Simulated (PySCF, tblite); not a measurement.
# C5H4BrO+: vibronic structure

What do calculations give for the vibronic structure of C5H4BrO+ (`Brc1cc[o+]cc1`)?

Programs: tblite 0.8.0 and PySCF 2.14.0, with routines of our own; each step states its level. All values are computed. Atoms count from 0.

### Step 1. The system as given

11 atoms, charge 1, multiplicity 1; geometry from: force field or distance geometry start.

### Step 2. Relaxing the molecule with GFN2-xTB

The job: settings as JSON, then the geometry in Å.

```
{"job": {"kind": "relax", "xc": "GFN2-xTB", "basis": "xTB"}, "charge": 1, "multiplicity": 1}
Br    -2.336100    -1.822400     0.051700
C     -0.855900    -0.655700     0.008200
C     -1.048700     0.704100     0.022900
C      0.026200     1.568400    -0.014200
O      1.351400     1.048200    -0.025700
C      1.513100    -0.362000    -0.036300
C      0.423100    -1.197500    -0.012100
H     -2.055600     1.129400     0.044600
H     -0.110100     2.637000    -0.003700
H      2.524000    -0.768200    -0.050200
H      0.574000    -2.278500    -0.011100
```

Launch:

```bash
$ OMP_NUM_THREADS=1 python excited_run.py task.json out
```

The driver reads the jobs from task.json and runs them one after another.

The log of the run:

```text
step      E/eV     max force
  0    -554.85130    3.502
  1    -555.20368    1.215
  2    -555.27649    1.074
  3    -555.33045    0.751
  4    -555.38907    0.473
  5    -555.40276    0.338
  6    -555.41470    0.268
  7    -555.41965    0.259
  8    -555.42266    0.130
  9    -555.42336    0.071
 10    -555.42354    0.045
 11    -555.42362    0.043
 12    -555.42370    0.024
 13    -555.42374    0.015
 14    -555.42376    0.010
 15    -555.42377    0.009
```

Wall time 0.09 s (1 thread of Arm Neoverse V1, shared host).

Relaxation path:

| step | energy from step 0 (eV) | largest force (eV/Å) |
| --- | --- | --- |
| 0 | 0.0000 | 3.5015 |
| 1 | -0.3524 | 1.2148 |
| 2 | -0.4252 | 1.0743 |
| 3 | -0.4792 | 0.7508 |
| 4 | -0.5378 | 0.4734 |
| 5 | -0.5515 | 0.3384 |
| 6 | -0.5634 | 0.2681 |
| 7 | -0.5684 | 0.2588 |
| 8 | -0.5714 | 0.1304 |
| 9 | -0.5721 | 0.0706 |
| 10 | -0.5722 | 0.0454 |
| 11 | -0.5723 | 0.0432 |
| 12 | -0.5724 | 0.0241 |
| 13 | -0.5724 | 0.0147 |
| 14 | -0.5725 | 0.0105 |
| 15 | -0.5725 | 0.0093 |

Distances of close pairs at the start and the end, largest changes first:

| bond | before (Å) | after (Å) | change (Å) |
| --- | --- | --- | --- |
| C3–O4 | 1.424 | 1.313 | -0.110 |
| O4–C5 | 1.419 | 1.313 | -0.106 |
| C1–C2 | 1.373 | 1.408 | +0.035 |
| Br0–C1 | 1.885 | 1.861 | -0.024 |
| C1–C6 | 1.389 | 1.408 | +0.019 |
| C2–H7 | 1.093 | 1.079 | -0.014 |
| C6–H10 | 1.091 | 1.079 | -0.012 |
| C2–C3 | 1.380 | 1.371 | -0.008 |

The next job starts from the end point, and lists it.

### Step 3. Vibrational analysis with GFN2-xTB

The job: settings as JSON, then the geometry in Å.

```
{"job": {"kind": "ir", "xc": "GFN2-xTB", "basis": "xTB"}, "charge": 1, "multiplicity": 1}
Br    -2.364143    -1.833841     0.050207
C     -0.893868    -0.692728     0.016860
C     -1.058776     0.705724     0.019210
C      0.064070     1.492844    -0.006004
O      1.276755     0.989443    -0.030664
C      1.461317    -0.310780    -0.032507
C      0.418813    -1.201600    -0.010696
H     -2.042052     1.150425     0.040851
H      0.036460     2.576647    -0.007202
H      2.503634    -0.608363    -0.052110
H      0.603214    -2.265102    -0.013909
```

The log of the run:

```text
mode    cm-1     km/mol
  1     139.4      1.83
  2     247.4      2.81
  3     304.4      0.23
  4     361.5      0.00
  5     442.5      9.35
  6     626.5      0.20
  7     647.4      8.69
  8     683.6      7.23
  9     817.2     62.03
 10     872.1      0.00
 11     906.2      0.10
 12     919.3      0.00
 13     969.7     24.34
 14    1043.7     25.70
 15    1075.0     41.27
 16    1080.1      7.55
 17    1168.3      5.61
 18    1214.2      0.01
 19    1230.9      2.16
 20    1361.4      6.12
 21    1415.0     52.79
 22    1440.5     14.02
 23    1542.2    543.60
 24    3057.7     39.33
 25    3059.5     59.86
 26    3105.1     48.09
 27    3105.3     10.91
```

Wall time 0.27 s (1 thread of Arm Neoverse V1, shared host).

The strongest bands and the atoms that carry them (share of the mass-weighted mode):

| cm⁻¹ | km/mol | atoms |
| --- | --- | --- |
| 817 | 62.0 | H9 19 %, H8 19 %, H7 18 %, H10 18 % |
| 1044 | 25.7 | C3 21 %, C5 21 %, H7 17 %, H10 16 % |
| 1075 | 41.3 | C1 43 % |
| 1415 | 52.8 | C2 23 %, C6 22 %, C3 22 %, C5 22 % |
| 1542 | 543.6 | C6 22 %, C2 22 %, C5 22 %, C3 22 % |
| 3058 | 39.3 | H8 48 %, H9 44 % |
| 3060 | 59.9 | H9 47 %, H8 43 % |
| 3105 | 48.1 | H7 80 %, H10 11 % |

### Step 4. Vibronic structure: TDDFT PBE0/def2-SVP

The job, as its differences from that of step 3:

```diff
@@ -1,2 +1,2 @@
-{"job": {"kind": "ir", "xc": "GFN2-xTB", "basis": "xTB"}, "charge": 1, "multiplicity": 1}
+{"job": {"kind": "vib", "xc": "PBE0", "basis": "def2-SVP", "tda": false}, "charge": 1, "multiplicity": 1}
 Br    -2.364143    -1.833841     0.050207
```

With the program's defaults for keys left out, this is: TDDFT PBE0/def2-SVP vertical-gradient vibronic structure (displaced harmonic oscillators, Condon), gas phase.

The log of the run:

```text
final grid: 48304 points
cycle   1  E = -2840.8579288674  dE =  5.623e-01  |g| = 4.592e-01  |ddm| = 3.912e+00
cycle   2  E = -2840.8178798387  dE =  4.005e-02  |g| = 6.264e-01  |ddm| = 1.142e+00
cycle   3  E = -2840.9091714026  dE = -9.129e-02  |g| = 8.826e-02  |ddm| = 6.386e-01
cycle   4  E = -2840.9100957311  dE = -9.243e-04  |g| = 5.016e-02  |ddm| = 1.194e-01
cycle   5  E = -2840.9107072670  dE = -6.115e-04  |g| = 1.557e-02  |ddm| = 6.298e-02
cycle   6  E = -2840.9107646988  dE = -5.743e-05  |g| = 2.834e-03  |ddm| = 1.920e-02
cycle   7  E = -2840.9107659658  dE = -1.267e-06  |g| = 1.179e-03  |ddm| = 3.948e-03
cycle   8  E = -2840.9107663191  dE = -3.533e-07  |g| = 2.409e-04  |ddm| = 1.502e-03
cycle   9  E = -2840.9107663296  dE = -1.052e-08  |g| = 8.537e-05  |ddm| = 2.256e-04
cycle  10  E = -2840.9107663316  dE = -1.985e-09  |g| = 9.552e-06  |ddm| = 1.030e-04
cycle  11  E = -2840.9107663316  dE = -3.092e-11  |g| = 4.225e-06  |ddm| = 2.167e-05
converged SCF energy = -2840.9107663316

Singlet excitations (eV, f): 4.057 (0.0000)  4.671 (0.2216)  5.370 (0.0829)  5.771 (0.0001)  5.803 (0.0775)  6.226 (0.0036)

State S1  4.0568 eV  f = 0.00000  H-1->L 0.99
  relaxed dipole 0.813 D, largest gradient of the excitation energy 0.0280 Eh/bohr
  mode    cm-1        S   lambda/meV  Raman
   13    969.7    0.3016      36.3   1.000
    3    304.4    0.8314      31.4   0.272
   17   1168.3    0.1352      19.6   0.651
    7    647.4    0.2391      19.2   0.353
   20   1361.4    0.1083      18.3   0.708
   23   1542.2    0.0181       3.5   0.151
   14   1043.7    0.0102       1.3   0.039
   15   1075.0    0.0094       1.3   0.038
  reorganisation energy 0.1311 eV, total S 1.654, 0-0 3.9257 eV
  absorption maximum 3.962 eV, width 0.234 eV

State S2  4.6707 eV  f = 0.22159  H->L 0.96
  relaxed dipole 1.768 D, largest gradient of the excitation energy 0.0429 Eh/bohr
  mode    cm-1        S   lambda/meV  Raman
    3    304.4    2.0004      75.5   0.487
    7    647.4    0.9088      73.0   1.000
   13    969.7    0.2154      25.9   0.532
   20   1361.4    0.1231      20.8   0.599
   15   1075.0    0.0790      10.5   0.240
   14   1043.7    0.0703       9.1   0.201
   17   1168.3    0.0372       5.4   0.133
   23   1542.2    0.0221       4.2   0.138
  reorganisation energy 0.2249 eV, total S 3.458, 0-0 4.4458 eV
  absorption maximum 4.604 eV, width 0.336 eV

State S3  5.3704 eV  f = 0.08293  H-2->L 0.75, H->L+1 0.23
  relaxed dipole 5.104 D, largest gradient of the excitation energy 0.0286 Eh/bohr
  mode    cm-1        S   lambda/meV  Raman
   15   1075.0    0.3705      49.4   1.000
    3    304.4    0.8300      31.3   0.180
   14   1043.7    0.1670      21.6   0.425
   23   1542.2    0.0844      16.1   0.469
   13    969.7    0.1051      12.6   0.231
    7    647.4    0.1437      11.5   0.141
   17   1168.3    0.0295       4.3   0.094
  reorganisation energy 0.1477 eV, total S 1.733, 0-0 5.2227 eV
  absorption maximum 5.259 eV, width 0.248 eV

State T1  3.4409 eV  f = 0.00000  H->L 0.97
  relaxed dipole 0.884 D, largest gradient of the excitation energy 0.0296 Eh/bohr
  mode    cm-1        S   lambda/meV  Raman
   15   1075.0    0.1341      17.9   1.000
   13    969.7    0.1369      16.5   0.831
   23   1542.2    0.0619      11.8   0.951
   14   1043.7    0.0718       9.3   0.505
   17   1168.3    0.0522       7.6   0.460
    7    647.4    0.0871       7.0   0.236
   20   1361.4    0.0125       2.1   0.150
    3    304.4    0.0554       2.1   0.033
  reorganisation energy 0.0749 eV, total S 0.614, 0-0 3.3660 eV
  absorption maximum 3.366 eV, width 0.040 eV
```

Wall time 33 s (1 thread of Arm Neoverse V1, shared host); peak memory 0.77 GiB.

Orbitals, density, ELF and potential are computed afterwards from the orbital file.

Frontier orbitals at PBE0/def2-SVP, with the share of their density that lies nearest to each atom:

| orbital | energy (eV) | lies on |
| --- | --- | --- |
| HOMO | -13.18 | Br0 71 %; C2, C6 about 7 % each |
| LUMO | -7.99 | C1 30 %; C3, C5 about 16 % each; O4 15 % |

ELF in a plane through or near 11 of the atoms.

Values, 10 rows by 14 columns:
```
0.00 0.00 0.00 0.00 0.00 0.00 0.00 0.00 0.00 0.00 0.00 0.00 0.00 0.00
0.00 0.00 0.00 0.00 0.02 0.26 0.32 0.32 0.29 0.17 0.00 0.00 0.00 0.00
0.00 0.00 0.00 0.00 0.45 0.89 0.32 0.56 0.87 0.78 0.14 0.00 0.00 0.00
0.00 0.00 0.01 0.09 0.02 0.14 0.62 0.69 0.35 0.04 0.04 0.02 0.00 0.00
0.00 0.00 0.74 0.99 1.00 0.53 0.81 0.30 0.78 0.83 1.00 0.98 0.02 0.00
0.00 0.00 0.00 0.01 0.30 0.87 0.47 0.10 0.87 0.81 0.08 0.01 0.00 0.00
0.00 0.00 0.37 0.99 1.00 0.69 0.80 0.29 0.45 0.97 1.00 0.91 0.00 0.00
0.00 0.00 0.00 0.44 0.66 0.01 0.56 0.77 0.05 0.10 0.81 0.09 0.00 0.00
0.00 0.00 0.00 0.00 0.00 0.00 0.00 0.00 0.00 0.00 0.00 0.00 0.00 0.00
0.00 0.00 0.00 0.00 0.00 0.00 0.00 0.00 0.00 0.00 0.00 0.00 0.00 0.00
```
The map spans 9.5 Å across and 11.2 Å up, centred on the molecule. Atoms in the plane (x, y in Å): Br0 (0.0, 3.0), C1 (0.0, 1.1), C2 (-1.2, 0.4), C3 (-1.1, -1.0), O4 (0.0, -1.6), C5 (1.1, -1.0), C6 (1.2, 0.4), H7 (-2.2, 0.9), H8 (-2.0, -1.6), H9 (2.0, -1.6), H10 (2.2, 0.9).

On the surface of density 0.002 e/bohr³ the electrostatic potential runs, from the 1st to the 99th percentile, from 3.60 V near Br0 to 5.81 V near O4.

### Step 5. Vibronic structure: TDDFT B97-D/def2-SVP

The job, as its differences from that of step 4:

```diff
@@ -1,2 +1,2 @@
-{"job": {"kind": "vib", "xc": "PBE0", "basis": "def2-SVP", "tda": false}, "charge": 1, "multiplicity": 1}
+{"job": {"kind": "vib", "xc": "B97-D", "basis": "def2-SVP", "tda": false, "temperature": 400, "nstates": 2}, "charge": 1, "multiplicity": 1}
 Br    -2.364143    -1.833841     0.050207
```

With the program's defaults for keys left out, this is: TDDFT B97-D/def2-SVP vertical-gradient vibronic structure (displaced harmonic oscillators, Condon), gas phase.

The log of the run:

```text
final grid: 48304 points
cycle   1  E = -2842.5909462256  dE =  2.864e-01  |g| = 4.758e-01  |ddm| = 4.024e+00
cycle   2  E = -2842.4698919395  dE =  1.211e-01  |g| = 8.764e-01  |ddm| = 1.224e+00
cycle   3  E = -2842.6376772545  dE = -1.678e-01  |g| = 1.157e-01  |ddm| = 7.602e-01
cycle   4  E = -2842.6384824255  dE = -8.052e-04  |g| = 9.534e-02  |ddm| = 1.878e-01
cycle   5  E = -2842.6410345217  dE = -2.552e-03  |g| = 1.275e-02  |ddm| = 1.071e-01
cycle   6  E = -2842.6410697540  dE = -3.523e-05  |g| = 8.041e-03  |ddm| = 2.955e-02
cycle   7  E = -2842.6410908271  dE = -2.107e-05  |g| = 1.583e-03  |ddm| = 1.302e-02
cycle   8  E = -2842.6410912948  dE = -4.677e-07  |g| = 6.030e-04  |ddm| = 2.091e-03
cycle   9  E = -2842.6410913810  dE = -8.618e-08  |g| = 1.167e-04  |ddm| = 6.507e-04
cycle  10  E = -2842.6410913838  dE = -2.743e-09  |g| = 1.372e-05  |ddm| = 1.194e-04
cycle  11  E = -2842.6410913838  dE = -6.094e-11  |g| = 6.730e-06  |ddm| = 3.161e-05
converged SCF energy = -2842.6410913838

Singlet excitations (eV, f): 3.387 (0.0000)  4.248 (0.1867)

State S1  3.3865 eV  f = 0.00000  H->L 1.00
  relaxed dipole 0.327 D, largest gradient of the excitation energy 0.0468 Eh/bohr
  mode    cm-1        S   lambda/meV  Raman
    3    304.4    1.6778      63.3   0.413
    7    647.4    0.5249      42.1   0.585
   13    969.7    0.2971      35.7   0.743
   20   1361.4    0.2029      34.3   1.000
   15   1075.0    0.1293      17.2   0.397
   17   1168.3    0.1127      16.3   0.409
   14   1043.7    0.0271       3.5   0.078
  reorganisation energy 0.2136 eV, total S 2.976, 0-0 3.1729 eV
  absorption maximum 3.331 eV, width 0.352 eV

State S2  4.2484 eV  f = 0.18666  H-1->L 0.95
  relaxed dipole 2.419 D, largest gradient of the excitation energy 0.0619 Eh/bohr
  mode    cm-1        S   lambda/meV  Raman
    3    304.4    3.4965     132.0   0.558
    7    647.4    1.3849     111.2   1.000
   15   1075.0    0.3073      41.0   0.612
   20   1361.4    0.2179      36.8   0.696
   13    969.7    0.2151      25.9   0.348
   23   1542.2    0.1170      22.4   0.479
   14   1043.7    0.0929      12.0   0.174
   17   1168.3    0.0254       3.7   0.060
  reorganisation energy 0.3854 eV, total S 5.859, 0-0 3.8630 eV
  absorption maximum 4.217 eV, width 0.470 eV

State T1  3.1110 eV  f = 0.00000  H-1->L 1.00
  relaxed dipole 0.958 D, largest gradient of the excitation energy 0.0254 Eh/bohr
  mode    cm-1        S   lambda/meV  Raman
    7    647.4    0.3868      31.1   0.971
    3    304.4    0.7174      27.1   0.398
   13    969.7    0.1777      21.4   1.000
   20   1361.4    0.0850      14.4   0.943
   14   1043.7    0.0768       9.9   0.500
   17   1168.3    0.0486       7.0   0.397
  reorganisation energy 0.1119 eV, total S 1.497, 0-0 2.9991 eV
  absorption maximum 3.037 eV, width 0.230 eV
```

It took 23 s on 1 thread of Arm Neoverse V1, shared host; peak memory 0.64 GiB.

### Step 6. Outcome

| quantity | value |
| --- | --- |
| strongest single infrared mode (GFN2-xTB) | 1542 cm⁻¹, 544 km/mol |
| zero-point energy (GFN2-xTB) | 46.9 kcal/mol |
| S1: vertical, reorganisation, 0-0, total S (step 4, TDDFT PBE0/def2-SVP, modes from GFN2-xTB) | 4.06, 0.13, 3.93 eV; 1.7 |
| S2: vertical, reorganisation, 0-0, total S (step 4, TDDFT PBE0/def2-SVP, modes from GFN2-xTB) | 4.67, 0.22, 4.45 eV; 3.5 |
| S3: vertical, reorganisation, 0-0, total S (step 4, TDDFT PBE0/def2-SVP, modes from GFN2-xTB) | 5.37, 0.15, 5.22 eV; 1.7 |
| S1: vertical, reorganisation, 0-0, total S (step 5, TDDFT B97-D/def2-SVP, modes from GFN2-xTB) | 3.39, 0.21, 3.17 eV; 3.0 |
| S2: vertical, reorganisation, 0-0, total S (step 5, TDDFT B97-D/def2-SVP, modes from GFN2-xTB) | 4.25, 0.39, 3.86 eV; 5.9 |
| T1: vertical, reorganisation, 0-0, total S (step 5, TDA B97-D/def2-SVP, modes from GFN2-xTB) | 3.11, 0.11, 3.00 eV; 1.5 |

What this shows: No mode is imaginary among the 27: a minimum at this level. The strongest single mode, at 1542 cm⁻¹, has its largest shares on C6, C2, C5 and C3 (the list is cut at 4 atoms). GFN2-xTB is a fitted tight-binding method: band positions and strengths are rough. Its intensities can rank the bands wrongly. Steps that list no spin-orbit terms leave them out, which matters at and beside the heavy atoms. The vibronic model keeps the ground-state modes (from xTB) and shifts them along the gradient alone, so it can miss much of the relaxation that a full optimisation finds. At PBE0/def2-SVP, counted by nearest atom on the grid, the HOMO lies on Br0 71 %; C2, C6 about 7 % each, the LUMO on C1 30 %; C3, C5 about 16 % each.
